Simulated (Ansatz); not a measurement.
# F2H6OSi: the cost of one run

The runs use Ansatz 0.2.0, Gaussian basis; PBE0-D4/def2-SVP.

28 further runs of the same task are left out: 28 set aside as unsound or not needed.

## 1. The starting structure

The first end: 10 atoms, charge 0, spin multiplicity 1.

Atoms are counted from 1 here; the program's logs count them from 0.

Bond lengths: Si1–H2 1.509 Å, Si1–H3 1.481 Å, Si1–H4 1.473 Å, Si1–O5 1.644 Å, O5–H10 0.958 Å, H6–F7 0.933 Å, H8–F9 0.938 Å. Angles: H2–Si1–H3 107.4°, H2–Si1–H4 108.6°, H2–Si1–O5 108.3°, H3–Si1–H4 114.0°, H3–Si1–O5 111.8°, H4–Si1–O5 106.6°, Si1–O5–H10 118.5°.

Coordinates:

```xyz
10
charge 0, multiplicity 1
Si    0.63320    0.74678   -0.29266
H    -0.84690    0.47692   -0.17953
H     1.25388   -0.44578   -0.91462
H     1.15709    1.06436    1.04654
O     0.84278    2.09323   -1.21161
H    -0.46398   -1.91212    1.35721
F     0.42573   -1.70323    1.54543
H    -1.71276   -0.76838    0.21487
F    -1.99621   -1.57925    0.59169
H     0.70717    2.02745   -2.15733
```

The second end:

```mol
F2H6OSi
  3D, bonds by distance, orders not assigned

 10  7  0  0  0  0  0  0  0  0999 V2000
    1.4997    0.2324    0.1941 Si  0  0
   -2.3673    0.7288   -1.5577 H   0  0
    1.8382   -0.5778   -0.9957 H   0  0
    2.6151    1.0478    0.7038 H   0  0
    0.2364    1.2193   -0.0361 O   0  0
   -0.5748   -1.3895    1.1433 H   0  0
    1.1356   -0.8532    1.3423 F   0  0
   -2.4101    0.1277   -1.1137 H   0  0
   -1.3784   -1.3882    0.6740 F   0  0
   -0.5943    0.8527   -0.3543 H   0  0
  1  3  8  0
  1  4  8  0
  1  5  8  0
  1  7  8  0
  2  8  8  0
  5 10  8  0
  6  9  8  0
M  END
```

## 2. The band at PBE0-D4/def2-SVP

Contents of neb/in.yaml:

```yaml
crystal:
  periodic: [false, false, false]
  atoms:
    - {symbol: Si, position_ang: [0.633201, 0.746784, -0.292661]}
    - {symbol: H, position_ang: [-0.846901, 0.476918, -0.179528]}
    - {symbol: H, position_ang: [1.253883, -0.445776, -0.914624]}
    - {symbol: H, position_ang: [1.157090, 1.064363, 1.046543]}
    - {symbol: O, position_ang: [0.842783, 2.093234, -1.211605]}
    - {symbol: H, position_ang: [-0.463984, -1.912116, 1.357211]}
    - {symbol: F, position_ang: [0.425730, -1.703226, 1.545434]}
    - {symbol: H, position_ang: [-1.712764, -0.768384, 0.214870]}
    - {symbol: F, position_ang: [-1.996205, -1.579247, 0.591692]}
    - {symbol: H, position_ang: [0.707170, 2.027448, -2.157334]}
basis:
  gaussian: {orbitals: def2-SVP}
hamiltonian: {xc: pbe0, dispersion: d4}
neb:
  images: 5
  climbing: true
  max_iterations: 40
  initial_path: idpp
  final_atoms:
    - {symbol: Si, position_ang: [1.499659, 0.232372, 0.194113]}
    - {symbol: H, position_ang: [-2.367309, 0.728802, -1.557703]}
    - {symbol: H, position_ang: [1.838181, -0.577830, -0.995728]}
    - {symbol: H, position_ang: [2.615071, 1.047847, 0.703837]}
    - {symbol: O, position_ang: [0.236447, 1.219271, -0.036114]}
    - {symbol: H, position_ang: [-0.574788, -1.389469, 1.143299]}
    - {symbol: F, position_ang: [1.135604, -0.853247, 1.342328]}
    - {symbol: H, position_ang: [-2.410091, 0.127692, -1.113688]}
    - {symbol: F, position_ang: [-1.378442, -1.388185, 0.673986]}
    - {symbol: H, position_ang: [-0.594330, 0.852745, -0.354332]}
```

Started as:

```sh
$ ansatz run in.yaml --threads 4 --pin off --events-out ev --progress --plain --max-ram 9574MiB
```

**Question.** How long does this run take on 4 threads of Arm Neoverse V1, shared host?

About 2.4 min.
